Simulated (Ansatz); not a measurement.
MgZn2, space group P-62m, an equation of state with a fit

Computed with Ansatz's Python interface.

Interactive session:
```pycon
>>> from dataclasses import dataclass
>>> import ansatz as az
>>> import numpy as np
>>> from scipy.optimize import curve_fit
>>> @dataclass(frozen=True)
... class Options:
...     occupations: str = "fermi_dirac"
...     sigma: float = 0.1
...     xc: str = "pbesol"
...     ecut: int = 500
...     mesh: tuple[int, ...] = (6, 6, 5)
...
>>> cfg = Options()
>>> VECTORS = np.array([
...     [4.97279, 0.0, 0.0],
...     [-2.48639, 4.30656, 0.0],
...     [0.0, 0.0, 4.7729],
... ])
>>> SITES = [
...     ("Mg", [2 / 3, 1 / 3, 0.5]),
...     ("Mg", [1 / 3, 2 / 3, 0.5]),
...     ("Zn", [0.0, 0.31962, 0.0]),
...     ("Zn", [0.68038, 0.68038, 0.0]),
...     ("Zn", [0.31962, 0.0, 0.0]),
...     ("Zn", [0.0, 0.0, 0.5]),
... ]
>>> def make_crystal(cell):
...     crystal = az.Crystal(lattice=az.Lattice.of(cell))
...     for symbol, position in SITES:
...         crystal = crystal.atom(symbol, position)
...     return crystal
...
>>> def vinet(v, e0, v0, b0, b1):
...     eta = (v / v0) ** (1 / 3)
...     return e0 + 2 * b0 * v0 / (b1 - 1) ** 2 * (2 - (5 + 3 * b1 * (eta - 1) - 3 * eta) * np.exp(-1.5 * (b1 - 1) * (eta - 1)))
...
>>> # scale the volume, keep shape and fractions
>>> volumes, energies = [], []
>>> for scale in np.linspace(0.88, 1.12, 7):
...     cell = VECTORS * scale ** (1 / 3)
...     base = (
...         make_crystal(cell).calculation()
...         .occupations(cfg.occupations, width=cfg.sigma)  # the run then minimises F = E - TS
...         .functional(cfg.xc)
...         .basis(cfg.ecut)
...         .kpoints(*cfg.mesh)
...     )
...     r = base.run(threads=1).report
...     volumes.append(abs(np.linalg.det(cell)) / len(SITES))
...     energies.append(r["free_energy_ev"] / len(SITES))
...     print(f"V = {volumes[-1]:8.4f} A^3/atom  F = {energies[-1]:.5f} eV/atom")
...
DeckWarning: crystal.lattice, of which some number shows no typed digit to judge by, misses the space group found at crystal.symmetry.tolerance 1.0e-5 by more than rounding, which is why this is a warning: the operation that it misses by the most changes a [...]
V =  14.9915 A^3/atom  F = -2824.60741 eV/atom
V =  15.6729 A^3/atom  F = -2824.62261 eV/atom
V =  16.3543 A^3/atom  F = -2824.62444 eV/atom
V =  17.0358 A^3/atom  F = -2824.61578 eV/atom
V =  17.7172 A^3/atom  F = -2824.59894 eV/atom
V =  18.3986 A^3/atom  F = -2824.57578 eV/atom
V =  19.0801 A^3/atom  F = -2824.54775 eV/atom
>>> guess = (min(energies), volumes[int(np.argmin(energies))], 0.5, 4.5)
>>> (e0, v0, b0, b1), _ = curve_fit(vinet, np.array(volumes), np.array(energies), p0=guess, maxfev=20000)
>>> print(f"Vinet fit: V0 = {v0:.4f} A^3/atom, B0 = {160.21766 * b0:.1f} GPa, B1 = {b1:.2f}")
Vinet fit: V0 = 16.1136 A^3/atom, B0 = 63.2 GPa, B1 = 4.79
>>> print("largest residual", round(1000 * float(np.abs(vinet(np.array(volumes), e0, v0, b0, b1) - energies).max()), 3), "meV/atom")
largest residual 0.002 meV/atom
```

A third-order Birch-Murnaghan fit through the 7 points has its minimum at 16.11 Å³ an atom, 5.4 % below the typed cell, with a bulk modulus of 63 GPa and dB/dP = 4.9. From that minimum the energy rises by 17.7 meV an atom on the compressed side and 77.4 meV on the expanded side.

Caveats:
- Absolute energies stand on the zero of these potentials, so only differences at equal settings mean something.
- Shape and fractional positions are held along the curve, so the bulk modulus is an upper value where they are free to relax, by a factor of two or more in layered or hydrogen-bonded cells.
- The mesh is modest for a metal, so energies can be off by several to tens of meV an atom and pressures by half a GPa or more; differences at equal mesh fare better.
- This cell is a computed structure, which may not be the phase found in nature.
- Warnings are shown shortened and without file and line.
- Wall time of the script: 79 s on 1 thread of Arm Neoverse V1 (shared host), peak memory 0.48 GiB.
